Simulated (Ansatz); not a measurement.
# CH6BClO: the cost of one run

Method: RKS PBE-D4/6-31G*, in Ansatz 0.2.0.

### Step 1. The starting structure

Bond lengths: B1–O2 1.760 Å, O2–H3 1.010 Å, B1–H4 1.190 Å, B1–C5 1.600 Å, C5–H6 1.110 Å, C5–H7 1.110 Å, C5–H8 1.110 Å, B1–Cl9 2.160 Å, O2–H10 1.123 Å, Cl9–H10 1.362 Å. Angles (14 of 17 angles, heavy atoms first): O2–B1–C5 120.0°, O2–B1–Cl9 71.6°, C5–B1–Cl9 101.3°, B1–O2–H3 109.5°, B1–O2–H10 85.7°, O2–B1–H4 120.0°, H4–B1–C5 120.0°, H4–B1–Cl9 96.8°, B1–C5–H6 109.5°, B1–C5–H7 109.5°, B1–C5–H8 109.5°, B1–Cl9–H10 65.3°, O2–H10–Cl9 137.3°, H3–O2–H10 110.2°.

Coordinates:

```xyz
10

B     0.0000    0.0000    0.0000
O     0.0000    0.0000    1.7600
H    -0.9095   -0.2814    2.0971
H     1.0305    0.0000   -0.5950
C    -1.3856    0.0000   -0.8000
H    -1.9458   -0.9305   -0.5708
H    -1.9898    0.8797   -0.4946
H    -1.1839    0.0508   -1.8903
Cl    0.0968    2.0475    0.6811
H     0.0529    1.1186    1.6763
```

### Step 2. A restrained relaxation towards end A

Springs on the bonds that form and break draw the guess towards this end; the thresholds are loose.

Input file input.yaml:

```yaml
crystal:
  periodic: [false, false, false]
  atoms:
    - { symbol: B, position_ang: [0.0, 0.0, 0.0] }
    - { symbol: O, position_ang: [0.0, 0.0, 1.76] }
    - { symbol: H, position_ang: [-0.9095, -0.2814, 2.0971] }
    - { symbol: H, position_ang: [1.0305, 0.0, -0.595] }
    - { symbol: C, position_ang: [-1.3856, 0.0, -0.8] }
    - { symbol: H, position_ang: [-1.9458, -0.9305, -0.5708] }
    - { symbol: H, position_ang: [-1.9898, 0.8797, -0.4946] }
    - { symbol: H, position_ang: [-1.1839, 0.0508, -1.8903] }
    - { symbol: Cl, position_ang: [0.0968, 2.0475, 0.6811] }
    - { symbol: H, position_ang: [0.0529, 1.1186, 1.6763] }
basis:
  gaussian: { orbitals: "6-31G*" }
hamiltonian:
  xc: pbe
  dispersion: d4
relax:
  f_tol: 0.15
  max_steps: 25
  restrain:
    - { distance: [0, 8], at: 3.06, k: 30.0 }
    - { distance: [9, 1], at: 2.21, k: 30.0 }
    - { distance: [0, 1], at: 1.41, k: 30.0 }
    - { distance: [9, 8], at: 1.37, k: 30.0 }
output:
  orbitals: {}
```

On the command line:

```bash
> ansatz run input.yaml --threads 1 --pin off --max-ram 2048MiB --backend cpu --events-out ev --progress --plain --runs-dir out
```

Q: Estimate wall time and peak memory on 1 thread of Arm Neoverse V1, shared host.

About 28 s, with a peak of 0.14 GiB.
